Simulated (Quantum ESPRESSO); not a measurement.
# Hf3F (Pmmm) in Quantum ESPRESSO: further runs, part 2 of 2

Quantum ESPRESSO 7.5. The steps go on from the part before.

**3. Phonons, PBEsol, target pressure 2 GPa, at which the enthalpy is minimised**

File pw.in:

```
&CONTROL
  calculation = 'scf'
  prefix = 'pwscf'
  outdir = './tmp'
  pseudo_dir = './pseudo'
  tprnfor = .true.
  tstress = .true.
  disk_io = 'low'
/
&SYSTEM
  ibrav = 0
  celldm(1) = 8
  nat = 4
  ntyp = 2
  ecutwfc = 84
  nbnd = 30
  occupations = 'smearing'
  smearing = 'fd'
  degauss = 0.00367493
/
&ELECTRONS
  conv_thr = 8d-10
  electron_maxstep = 120
  mixing_beta = 0.5
/
ATOMIC_SPECIES
Hf   178.4900 Hf.upf
F     18.9984 F.upf
CELL_PARAMETERS alat
  0.7129628619233   0.0000000000000   0.0000000000000
  0.0000000000000   0.9967785798068   0.0000000000000
  0.0000000000000   0.0000000000000   1.3971835138901
ATOMIC_POSITIONS crystal
Hf     0.0000000000    0.0000000000    0.5000000000
Hf     0.5000000000    0.5000000000    0.7539245500
Hf     0.5000000000    0.5000000000    0.2460754500
F      0.0000000000    0.0000000000    0.0000000000
K_POINTS automatic
4 2 2 1 1 1
```

File relax.in:

```
&CONTROL
  calculation = 'vc-relax'
  prefix = 'pwscf'
  outdir = './tmp'
  pseudo_dir = './pseudo'
  tprnfor = .true.
  tstress = .true.
  disk_io = 'low'
  nstep = 40
  forc_conv_thr = 0.0001
  etot_conv_thr = 1d-06
/
&SYSTEM
  ibrav = 0
  celldm(1) = 8
  nat = 4
  ntyp = 2
  ecutwfc = 84
  nbnd = 30
  occupations = 'smearing'
  smearing = 'fd'
  degauss = 0.00367493
/
&ELECTRONS
  conv_thr = 8d-10
  electron_maxstep = 120
  mixing_beta = 0.5
/
&IONS
  ion_dynamics = 'bfgs'
/
&CELL
  cell_dynamics = 'bfgs'
  press = 20
  press_conv_thr = 0.2
/
ATOMIC_SPECIES
Hf   178.4900 Hf.upf
F     18.9984 F.upf
CELL_PARAMETERS alat
  0.7129628619233   0.0000000000000   0.0000000000000
  0.0000000000000   0.9967785798068   0.0000000000000
  0.0000000000000   0.0000000000000   1.3971835138901
ATOMIC_POSITIONS crystal
Hf     0.0000000000    0.0000000000    0.5000000000
Hf     0.5000000000    0.5000000000    0.7539245500
Hf     0.5000000000    0.5000000000    0.2460754500
F      0.0000000000    0.0000000000    0.0000000000
K_POINTS automatic
4 2 2 1 1 1
```

File scf2.in:

```
&CONTROL
  calculation = 'scf'
  prefix = 'pwscf'
  outdir = './tmp'
  pseudo_dir = './pseudo'
  tprnfor = .true.
  tstress = .true.
  disk_io = 'low'
/
&SYSTEM
  ibrav = 0
  celldm(1) = 8
  nat = 4
  ntyp = 2
  ecutwfc = 84
  nbnd = 30
  occupations = 'smearing'
  smearing = 'fd'
  degauss = 0.00367493
/
&ELECTRONS
  conv_thr = 1d-13
  electron_maxstep = 120
  mixing_beta = 0.5
  startingpot = 'file'
  startingwfc = 'file'
/
ATOMIC_SPECIES
Hf   178.4900 Hf.upf
F     18.9984 F.upf
CELL_PARAMETERS alat
  0.6905092943987   0.0000000000000   0.0000000000000
  0.0000000000000   0.7970216765482   0.0000000000000
  0.0000000000000   0.0000000000000   1.7457625762759
ATOMIC_POSITIONS crystal
Hf     0.0000000000    0.0000000000    0.5000000000
Hf     0.5000000000    0.5000000000    0.7782412886
Hf     0.5000000000    0.5000000000    0.2217587114
F      0.0000000000    0.0000000000    0.0000000000
K_POINTS automatic
4 2 2 1 1 1
```

File ph.in:

```
phonons of Hf3F
&INPUTPH
  prefix = 'pwscf'
  outdir = './tmp'
  tr2_ph = 1d-18
  fildyn = 'dyn'
  niter_ph = 90
  alpha_mix(1) = 0.4
/
0.0000000000 0.0000000000 0.0000000000
```

File dynmat.in:

```
&INPUT
  fildyn = 'dyn'
  asr = 'crystal'
  filout = 'dynmat.disp'
  fileig = 'dynmat.eig'
/
```

Potentials or basis: PseudoDojo 0.4.1 SR PBEsol standard.

The run is started by

```bash
$ OMP_NUM_THREADS=1 pw.x -in pw.in > pw.out
$ OMP_NUM_THREADS=1 pw.x -in relax.in > relax.out
$ OMP_NUM_THREADS=1 pw.x -in scf2.in > scf2.out
$ OMP_NUM_THREADS=1 ph.x -in ph.in > ph.out
$ OMP_NUM_THREADS=1 dynmat.x -in dynmat.in > dynmat.out
```

pw.out:

```text
This program is part of the open-source Quantum ESPRESSO suite
     for quantum simulation of materials; please cite
[... 9 lines left out ...]
     --------------------
     sticks:   dense  smooth     PW     G-vecs:    dense   smooth      PW
     Sum        1223    1223    333                52919    52919    7695

     Using Slab Decomposition

     bravais-lattice index     =            0
     lattice parameter (alat)  =       8.0000  a.u.
     unit-cell volume          =     508.3807 (a.u.)^3
     number of atoms/cell      =            4
     number of atomic types    =            2
     number of electrons       =        43.00
     number of Kohn-Sham states=           30
     kinetic-energy cutoff     =      84.0000  Ry
     charge density cutoff     =     336.0000  Ry
     scf convergence threshold =      8.0E-10
     mixing beta               =       0.5000
     number of iterations used =            8  plain     mixing
     Exchange-correlation= PBESOL
                           (   1   4  10   8   0   0   0)

     celldm(1)=   8.000000  celldm(2)=   0.000000  celldm(3)=   0.000000
     celldm(4)=   0.000000  celldm(5)=   0.000000  celldm(6)=   0.000000

     crystal axes: (cart. coord. in units of alat)
               a(1) = (   0.712963   0.000000   0.000000 )
               a(2) = (   0.000000   0.996779   0.000000 )
               a(3) = (   0.000000   0.000000   1.397184 )

     reciprocal axes: (cart. coord. in units 2 pi/alat)
               b(1) = (  1.402598  0.000000  0.000000 )
               b(2) = (  0.000000  1.003232  0.000000 )
               b(3) = (  0.000000  0.000000  0.715726 )

     PseudoPot. # 1 for Hf read from file:
     Hf.upf
     Pseudo is Norm-conserving + core correction, Zval = 12.0
     Generated using ONCVPSP code by D. R. Hamann
     Using radial grid of 1656 points,  8 beta functions with:
                l(1) =   0
                l(2) =   0
                l(3) =   1
                l(4) =   1
                l(5) =   2
                l(6) =   2
                l(7) =   3
                l(8) =   3

     PseudoPot. # 2 for F  read from file:
     F.upf
     Pseudo is Norm-conserving + core correction, Zval =  7.0
     Generated using ONCVPSP code by D. R. Hamann
     Using radial grid of  832 points,  5 beta functions with:
                l(1) =   0
                l(2) =   0
                l(3) =   1
                l(4) =   1
                l(5) =   2

     atomic species   valence    mass     pseudopotential
     Hf               12.00   178.49000     Hf( 1.00)
     F                 7.00    18.99840     F ( 1.00)

      8 Sym. Ops., with inversion, found

   Cartesian axes

     site n.     atom                  positions (alat units)
         1        Hf     tau(   1) = (   0.0000000   0.0000000   0.6985918  )
         2        Hf     tau(   2) = (   0.3564814   0.4983893   1.0533710  )
         3        Hf     tau(   3) = (   0.3564814   0.4983893   0.3438126  )
         4        F      tau(   4) = (   0.0000000   0.0000000   0.0000000  )

     number of k points=     2  Fermi-Dirac smearing, width (Ry)=  0.0037
                       cart. coord. in units 2pi/alat
        k(    1) = (   0.1753247   0.2508080   0.1789314), wk =   1.0000000
        k(    2) = (   0.5259741   0.2508080   0.1789314), wk =   1.0000000

     Dense  grid:    52919 G-vectors     FFT dimensions: (  36,  48,  72)

     Initial potential from superposition of free atoms

     starting charge      42.9949, renormalised to      43.0000
     Starting wfcs are   34 randomized atomic wfcs

     Self-consistent Calculation

     iteration #  1     ecut=    84.00 Ry     beta= 0.50
     Davidson diagonalization with overlap
     ethr =  1.00E-02,  avg # of iterations =  2.0

     total energy              =    -387.10038192 Ry
     estimated scf accuracy    <       0.48050733 Ry

     iteration #  2     ecut=    84.00 Ry     beta= 0.50
     Davidson diagonalization with overlap
     ethr =  1.12E-03,  avg # of iterations =  3.0

     total energy              =    -387.13244685 Ry
     estimated scf accuracy    <       1.18370744 Ry

     iteration #  3     ecut=    84.00 Ry     beta= 0.50
     Davidson diagonalization with overlap
     ethr =  1.12E-03,  avg # of iterations =  2.0
[... 43 lines left out ...]
     total energy              =    -387.30399376 Ry
     estimated scf accuracy    <       0.00000008 Ry

     iteration # 10     ecut=    84.00 Ry     beta= 0.50
     Davidson diagonalization with overlap
     ethr =  1.88E-10,  avg # of iterations =  4.0

     total energy              =    -387.30399378 Ry
     estimated scf accuracy    <       0.00000002 Ry

     iteration # 11     ecut=    84.00 Ry     beta= 0.50
     Davidson diagonalization with overlap
     ethr =  3.65E-11,  avg # of iterations =  2.0

     End of self-consistent calculation

          k = 0.1753 0.2508 0.1789 (  6610 PWs)   bands (ev):

   -48.4472 -48.4093 -47.8062 -17.4633 -17.3022 -17.2372 -16.9064 -16.8596
   -16.8164 -16.4619 -16.3293 -16.2297  -9.9696   7.1053   7.4757   8.6606
     9.1386  10.9428  11.3124  12.4774  12.9663  13.7766  14.0915  14.8023
    14.9946  15.2025  15.9063  16.5324  16.8846  17.8546

          k = 0.5260 0.2508 0.1789 (  6610 PWs)   bands (ev):

   -48.4185 -48.3821 -47.7804 -17.4321 -17.3902 -17.3350 -17.2389 -17.1139
   -16.7908 -16.5686 -16.4811 -16.3585  -9.8753   7.5598   7.7337   7.8716
    10.4186  11.3653  12.1303  12.3165  12.9145  13.0979  13.6250  14.4769
    15.0849  16.1117  16.3294  16.9459  17.6010  17.9182

     the Fermi energy is    13.3626 ev

!    total energy              =    -387.30399378 Ry
     estimated scf accuracy    <          2.3E-10 Ry
     smearing contrib. (-TS)   =      -0.00026082 Ry
     internal energy E=F+TS    =    -387.30373296 Ry

     The total energy is F=E-TS. E is the sum of the following terms:
     one-electron contribution =     -77.78228258 Ry
     hartree contribution      =      56.27007096 Ry
     xc contribution           =     -95.71824346 Ry
     ewald contribution        =    -270.07327789 Ry

     convergence has been achieved in  11 iterations

     Forces acting on atoms (cartesian axes, Ry/au):

     atom    1 type  1   force =     0.00000000    0.00000000    0.00000000
     atom    2 type  1   force =     0.00000000    0.00000000   -0.04143106
     atom    3 type  1   force =     0.00000000    0.00000000    0.04143106
     atom    4 type  2   force =     0.00000000    0.00000000    0.00000000

     Total force =     0.058592     Total SCF correction =     0.000038

     Computing stress (Cartesian axis) and pressure

          total   stress  (Ry/bohr**3)                   (kbar)     P=       -8.82
   0.00013532   0.00000000   0.00000000           19.91        0.00        0.00
   0.00000000  -0.00039089   0.00000000            0.00      -57.50        0.00
   0.00000000   0.00000000   0.00007572            0.00        0.00       11.14

=------------------------------------------------------------------------------=
   JOB DONE.
=------------------------------------------------------------------------------=
```

relax.out:

```text
This program is part of the open-source Quantum ESPRESSO suite
     for quantum simulation of materials; please cite
[... 9 lines left out ...]
     --------------------
     sticks:   dense  smooth     PW     G-vecs:    dense   smooth      PW
     Sum        1223    1223    333                52919    52919    7695
[... 270 lines left out ...]
   0.00014920   0.00000000   0.00000000           21.95        0.00        0.00
   0.00000000   0.00014260   0.00000000            0.00       20.98        0.00
   0.00000000   0.00000000   0.00031092            0.00        0.00       45.74

=------------------------------------------------------------------------------=
   JOB DONE.
=------------------------------------------------------------------------------=
```

Run time: 9 min. Hardware: 1 thread of Arm Neoverse V2, shared host; peak memory 0.13 GiB.

Results:

| Quantity | Value |
| --- | --- |
| Free energy | -5270.1152 eV |
| Relaxed volume | 18.22 Å³/atom |
| Relaxed cell | a = 2.923 Å, b = 3.374 Å, c = 7.391 Å, α = 90.00°, β = 90.00°, γ = 90.00° |
| Space group after relaxing (to 0.05 Å) | Pmmm (No. 47) |
| Pressure after relaxing | 3.0 GPa |
| Band gap on the k mesh | none (metal or under the smearing width) |
| Highest phonon frequency at Γ | 178 cm⁻¹ |
| Most unstable mode | 240i cm⁻¹ |

Step by step:
```csv
step,energy change (eV),largest force (eV/Å),pressure (GPa),volume (Å³)
1,0.0000,1.0652,-0.88,75.33
2,-0.0638,0.5856,1.01,74.23
3,-0.1063,0.1345,2.49,73.54
4,-0.1514,0.3590,3.87,73.06
5,-0.2066,0.8040,5.02,72.85
6,-0.2609,0.9312,5.14,73.20
7,-0.3163,0.6168,3.25,74.15
8,-0.3603,0.2161,1.21,75.07
9,-0.3690,0.1141,1.08,75.01
10,-0.3704,0.0197,1.46,74.55
11,-0.3673,0.0124,2.00,74.15
12,-0.3661,0.0046,2.12,74.03
13,-0.3656,0.0043,2.20,73.97
14,-0.3655,0.0007,2.28,73.91
15,-0.3663,0.0238,2.44,73.81
16,-0.3722,0.0870,2.71,73.64
17,-0.3943,0.1882,3.14,73.33
18,-0.4221,0.1303,3.84,72.78
19,-0.3856,0.8999,2.91,72.00
20,-0.4491,0.2178,3.49,72.48
21,-0.4882,0.2855,2.24,72.90
22,-0.5028,0.2188,2.03,72.96
23,-0.5175,0.0766,1.81,73.04
24,-0.5191,0.0245,1.83,73.01
25,-0.5186,0.0038,1.91,72.95
26,-0.5182,0.0001,1.96,72.91
27,-0.5180,0.0006,1.99,72.90
```

Final structure:
```yaml
crystal:
  lattice:
    - [2.92321, 0.00000, 0.00000]
    - [0.00000, 3.37413, 0.00000]
    - [0.00000, 0.00000, 7.39054]
  atoms:
    - { symbol: Hf, position: [0.00000, 0.00000, 0.50000] }
    - { symbol: Hf, position: [0.50000, 0.50000, 0.77824] }
    - { symbol: Hf, position: [0.50000, 0.50000, 0.22176] }
    - { symbol: F, position: [0.00000, 0.00000, 0.00000] }
```

Phonon frequencies in cm⁻¹ (negative: imaginary):
```
              q point                                     frequencies
(0.000, 0.000, 0.000)  -240 -202 -182 -47 -6 -6 -6 28 102 102 128 178
```

Optical modes at Γ, degenerate ones joined:
| cm⁻¹ | components | symmetry | active in |
| --- | --- | --- | --- |
| 239i | 1 | B3u | IR |
| 201i | 1 | B2u | IR |
| 181i | 1 | B1u | IR |
| 47i | 1 | B3g | Raman |
| 28 | 1 | B2g | Raman |
| 102 | 1 | Ag | Raman |
| 102 | 1 | B3u | IR |
| 128 | 1 | B2u | IR |
| 178 | 1 | B1u | IR |

Caveat: the k mesh is coarse (spacing up to 0.74 Å⁻¹), so the values aren't converged; the mesh is thin for the phonons of a metal; some modes are imaginary; an odd number of electrons without spin polarisation forces a metal; a magnetic or distorted state may lie lower. The run has no spin-orbit coupling, so splittings on Hf are missing.
